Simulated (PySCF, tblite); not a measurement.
# C6H6F3 radical: geometry, infrared bands and EPR parameters

Aim: predict the infrared bands and EPR parameters of C6H6F3 radical (`CC#C[C@H](F)C[C](F)F`).

Programs: tblite 0.8.0 and PySCF 2.14.0, with density-fitted response routines of our own. Each step states its level of theory. These are calculated values for one molecule in the gas phase, unless marked as measured. Atoms count from 0, in the outputs and in this text.

## Step 1: The molecule as given

15 atoms, charge 0, multiplicity 2; geometry from: force field or distance geometry start.

Bonds of the start (Å): C0–C1 1.48, C1–C2 1.20, C2–C3 1.47, C3–F4 1.38, C3–C5 1.49, C5–C6 1.52, C6–F7 1.40, C6–F8 1.40, C0–H9 1.12, C0–H10 1.12, C0–H11 1.11, C3–H12 1.13, C5–H13 1.12, C5–H14 1.12.

## Step 2: Optimising the geometry with GFN2-xTB

The job: settings as JSON, then the geometry in Å.

```
{"job": {"kind": "relax", "xc": "GFN2-xTB", "basis": "xTB"}, "charge": 0, "multiplicity": 2}
C      3.028200     0.323300     0.434600
C      1.672700    -0.034000    -0.033800
C      0.571600    -0.350400    -0.391000
C     -0.772700    -0.724500    -0.868200
F     -0.835000    -0.719600    -2.245300
C     -1.752000     0.251400    -0.306500
C     -1.759200     0.298100     1.209600
F     -2.691500     1.245500     1.650200
F     -2.208200    -0.913500     1.760000
H      3.710500    -0.563500     0.448600
H      3.452300     1.003500    -0.347700
H      3.002300     0.795200     1.433800
H     -1.013300    -1.766300    -0.500200
H     -2.761700    -0.133700    -0.601600
H     -1.648300     1.296600    -0.686900
```

Launch:

```
$ OMP_NUM_THREADS=1 python probes_run.py task.json out
```

One launch serves the whole session: the jobs run in the order shown.

**Question.** This job is followed by: GFN2-xTB harmonic vibrations, gas phase; UKS B3LYP, pcH-1 on C F H, non-relativistic, mean-field spin-orbit, GIAO. Predict these results of the whole session: strongest single infrared mode (GFN2-xTB); zero-point energy (GFN2-xTB); g(iso) (B3LYP); ⟨S²⟩; largest a(iso) (averaged by class); potential on the surface of density 0.002 e/bohr³, 1st and 99th percentile.

As calculated:

```
                                                                  quantity                  value
                                 strongest single infrared mode (GFN2-xTB)  1310 cm⁻¹, 157 km/mol
                                              zero-point energy (GFN2-xTB)          63.8 kcal/mol
                                                            g(iso) (B3LYP)                2.00381
                                                                      ⟨S²⟩     0.752 (exact 0.75)
                                        largest a(iso) (averaged by class)   13C on C6, 360.9 MHz
potential on the surface of density 0.002 e/bohr³, 1st and 99th percentile     -0.98 V and 1.05 V
```

What this shows: Over 55 steps the energy fell by 0.466 eV; of the close pairs, C6–F8 changed most, 1.404 to 1.342 Å. The lowest mode is slightly imaginary (15i cm⁻¹), a soft motion within the noise of the Hessian, so the minimum is not strictly shown. The strongest single mode, at 1310 cm⁻¹, is spread over several atoms, C5, C6, H14 among them. Unscaled tight-binding wavenumbers are off by several per cent, some by more. Its intensities can rank the bands wrongly. C6 carries the largest spin population, 0.85 e. The isotropic g lies 1.5 ppt above the free-electron value. These values are for one conformer; the search (at its own cheap level) found 2 more, at 0.35, 0.35 kcal/mol, and measured spectra average over such forms.
